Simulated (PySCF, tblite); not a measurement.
**C₃H₁₂ClNSi₂: geometry, infrared bands and NMR shifts**

Wanted: the infrared bands and NMR shifts of C₃H₁₂ClNSi₂ (`CC(C)[Si@H](N)[SiH2]Cl`), by calculation.

The runs use tblite 0.8.0 and PySCF 2.14.0, with density-fitted response routines of our own; the level of theory stands in each step. All values are computed, except where a source is named. Atoms count from 0, in the outputs and in this text.

### 1 The starting structure

19 atoms, charge 0, multiplicity 1; geometry from: force field or distance geometry start.

Bonds of the start (Å): C0–C1 1.52, C1–C2 1.49, C1–Si3 1.87, Si3–N4 1.78, Si3–Si5 2.25, Si5–Cl6 2.09, C0–H7 1.10, C0–H8 1.11, C0–H9 1.11, C1–H10 1.11, C2–H11 1.11, C2–H12 1.11, C2–H13 1.10, Si3–H14 1.48, N4–H15 1.03, N4–H16 1.04, Si5–H17 1.47, Si5–H18 1.47.

### 2 Optimising the geometry with GFN2-xTB

What the job is given:

```
{"job": {"kind": "relax", "xc": "GFN2-xTB", "basis": "xTB"}, "charge": 0, "multiplicity": 1}
C     -1.143200    -1.094700    -1.005000
C     -0.851200     0.272400    -0.399200
C     -2.045500     0.864300     0.272300
Si     0.569200    -0.011700     0.785600
N      1.130900     1.470400     1.588000
Si     2.200500    -0.935600    -0.449900
Cl     4.085200    -0.232400     0.127700
H     -1.646400    -1.712300    -0.246100
H     -1.768500    -1.010300    -1.915100
H     -0.158600    -1.538200    -1.246600
H     -0.439900     0.920900    -1.200200
H     -2.060800     1.955400     0.056800
H     -2.981800     0.438400    -0.157100
H     -2.053500     0.680300     1.357200
H      0.192500    -0.997900     1.817900
H      2.161400     1.474700     1.651200
H      0.759000     2.344200     1.163800
H      2.080900    -2.395400    -0.379800
H      1.960000    -0.483000    -1.829100
```

The run is started by

```bash
OMP_NUM_THREADS=1 python probes_run.py task.json out
```

This one command runs all jobs of the session in turn.

**Question.** This job is followed by: GFN2-xTB harmonic vibrations, gas phase; GIAO PBE0/pcSseg-1 NMR shielding, non-relativistic, gas phase. Predict these results of the whole session: strongest single infrared mode (GFN2-xTB); zero-point energy (GFN2-xTB); 13C shifts against TMS (PBE0/pcSseg-1); 1H shifts against TMS (PBE0/pcSseg-1, means over atoms taken as alike); 29Si shifts against TMS (PBE0/pcSseg-1); 15N shifts against NH3 (PBE0/pcSseg-1); 35Cl shifts against HCl (PBE0/pcSseg-1).

As calculated:

| quantity | value |
| --- | --- |
| strongest single infrared mode (GFN2-xTB) | 636 cm⁻¹, 423 km/mol |
| zero-point energy (GFN2-xTB) | 90.9 kcal/mol |
| 13C shifts against TMS (PBE0/pcSseg-1) | 21.5, 20.0, 19.6 ppm |
| 1H shifts against TMS (PBE0/pcSseg-1, means over atoms taken as alike) | 5.26, 5.24, 4.98, 1.17, 1.07, 0.89, 0.33 ppm |
| 29Si shifts against TMS (PBE0/pcSseg-1) | -22.4, -34.4 ppm |
| 15N shifts against NH3 (PBE0/pcSseg-1) | 3.4 ppm |
| 35Cl shifts against HCl (PBE0/pcSseg-1) | -141 ppm |

Relaxing lowered the energy by 0.706 eV in 151 steps; the close pair that moved most is Si3–Si5, from 2.245 to 2.309 Å. All 51 modes are real, so the xTB geometry is a minimum. The strongest single mode, at 636 cm⁻¹, moves mainly H14. Unscaled tight-binding wavenumbers are off by several per cent, some by more. Its intensities can rank the bands wrongly. At PBE0/pcSseg-1: The largest span, 141 ppm, is at Cl6, where the paramagnetic term is -57 ppm.
